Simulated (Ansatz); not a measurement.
# C₃H₆BNO: a ladder of functionals and wavefunction methods

The task here is to estimate one member of a computed series from the others.

The runs use Ansatz 0.2.0, Gaussian basis; functionals in def2-TZVPP, the program's frozen cores in correlated methods.

The runs, in order: LDA (SPW92), PBE-D4, revPBE-D4, BLYP-D4, r2SCAN-D4, B97M-V, PBE0-D4, B3LYP-D4, r2SCANh-D4, r2SCAN0-D4, HSE06-D4, BHLYP-D4, CAM-B3LYP-D4, LC-ωPBE, ωB97X-V, ωB97M-V, B2PLYP, PBE-QIDH; CCSD(T)/def2-SVP; CCSD(T)/def2-TZVPP; MP2/def2-QZVPP; extrapolation to the limit; RPA on PBE.

### Structure used throughout

All runs share one geometry, relaxed beforehand with PBE0-D4 in a triple-zeta def2 set.

SMILES `NB(O)C1C=C1`, 12 atoms, charge 0, spin multiplicity 1.

Atoms are counted from 1 here; the program's logs count them from 0.

Bond lengths: N1–B2 1.411 Å, N1–H7 1.004 Å, N1–H8 1.005 Å, B2–O3 1.376 Å, B2–C4 1.562 Å, O3–H9 0.958 Å, C4–C5 1.518 Å, C4–C6 1.518 Å, C4–H10 1.096 Å, C5–C6 1.280 Å, C5–H11 1.076 Å, C6–H12 1.076 Å. Angles: B2–N1–H7 121.5°, B2–N1–H8 125.1°, H7–N1–H8 113.4°, N1–B2–O3 122.2°, N1–B2–C4 120.2°, O3–B2–C4 117.6°, B2–O3–H9 114.2°, B2–C4–C5 120.9°, B2–C4–C6 120.8°, B2–C4–H10 116.5°, C5–C4–C6 49.9°, C5–C4–H10 116.2°, C6–C4–H10 116.2°, C4–C5–C6 65.1°, C4–C5–H11 144.0°, C6–C5–H11 150.9°, C4–C6–C5 65.1°, C4–C6–H12 144.0° and more.

The first run:

File in.yaml:

```yaml
crystal:
  periodic: [false, false, false]
  atoms:
    - {symbol: N, position_ang: [-1.759773, 0.591453, 0.736387]}
    - {symbol: B, position_ang: [-0.389100, 0.458514, 0.427853]}
    - {symbol: O, position_ang: [0.566938, 1.294956, 0.957048]}
    - {symbol: C, position_ang: [0.091235, -0.665430, -0.544020]}
    - {symbol: C, position_ang: [1.336839, -0.481528, -1.392111]}
    - {symbol: C, position_ang: [1.472322, -1.279572, -0.400828]}
    - {symbol: H, position_ang: [-2.447966, -0.025453, 0.343769]}
    - {symbol: H, position_ang: [-2.149180, 1.285731, 1.349602]}
    - {symbol: H, position_ang: [0.219518, 1.965475, 1.547290]}
    - {symbol: H, position_ang: [-0.685704, -1.315875, -0.961242]}
    - {symbol: H, position_ang: [1.743840, 0.043221, -2.238462]}
    - {symbol: H, position_ang: [2.077931, -1.926792, 0.208813]}
basis:
  gaussian: {orbitals: def2-TZVPP}
hamiltonian: {xc: lda}
output: {orbitals: {seedname: orbitals}}
```

Run with:

```sh
ansatz run in.yaml --threads 4 --pin off --events-out ev --progress --plain --max-ram 10444MiB
```

Among the steps run: LDA; PBE-D4 (GGA); revPBE-D4 (GGA); BLYP-D4 (GGA); r2SCAN-D4 (meta-GGA); B97M-V (meta-GGA); B3LYP-D4 (hybrid); r2SCANh-D4 (hybrid); r2SCAN0-D4 (hybrid); HSE06-D4 (hybrid); BHLYP-D4 (hybrid); CAM-B3LYP-D4 (range-separated); LC-ωPBE (range-separated); ωB97X-V (range-separated); ωB97M-V (range-separated); B2PLYP (double hybrid); PBE-QIDH (double hybrid).

One of the session's tables, all rows but one given; the rest of the session is left out.

| functional | HOMO (eV) | gap (eV) |
| --- | --- | --- |
| LDA (SPW92) | -5.67 | 4.71 |
| PBE-D4 | -5.53 | 4.82 |
| revPBE-D4 | -5.47 | 4.86 |
| BLYP-D4 | -5.39 | 4.83 |
| r2SCAN-D4 | -5.69 | 5.24 |
| B97M-V | -5.72 | 5.35 |
| PBE0-D4 | -6.69 | 7.05 |
| B3LYP-D4 | -6.49 | 6.60 |
| r2SCANh-D4 | -6.13 | 6.07 |
| r2SCAN0-D4 | -6.81 | 7.31 |
| HSE06-D4 | -6.29 | 6.26 |
| BHLYP-D4 | ? | ? |
| CAM-B3LYP-D4 | -8.06 | 9.52 |
| LC-ωPBE | -9.44 | 12.20 |
| ωB97X-V | -9.06 | 11.63 |
| ωB97M-V | -8.95 | 11.03 |

Q: Estimate the row for BHLYP-D4 from the others.

Worked estimate for «HOMO (eV)». Against the share of exact exchange, BLYP-D4 (0, -5.39), B3LYP-D4 (0.2, -6.49) give a slope of -5.50 per unit share; at 0.5 the line stands at -8.14.

As computed: HOMO (eV): -7.73; gap (eV): 9.05. In «HOMO (eV)» the line misses by -0.41.
